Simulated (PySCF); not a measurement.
# ClGeH (Chlorogermylene): the cost of one run

Computed with PySCF 2.14.0 and routines of our own; the level stands in each step. Atoms count from 0.

### Step 1. The system as given

3 atoms, charge 0, multiplicity 1; geometry from: GFN2-xTB.

### Step 2. Relaxing the molecule at PBE0-D3(BJ)/def2-SVP

Job settings and geometry (Å):

```
{"job": {"xc": "PBE0", "basis": "def2-SVP", "d3": "d3bj", "grid": 1, "maxiter": 30, "kind": "geom"}, "charge": 0, "multiplicity": 1}
Cl     1.544826    -0.300390    -0.001958
Ge    -0.267950     0.817430    -0.013068
H     -1.265394    -0.519578     0.002472
```

Command:

```
> OMP_NUM_THREADS=1 python heavy_run.py task.json out
```

One launch serves the whole session: the jobs run in the order shown.

**Question.** How long does this first job take on 1 thread of Arm Neoverse V1, shared host, and how much memory does it need?

About 5 s, with a peak of 0.28 GiB.
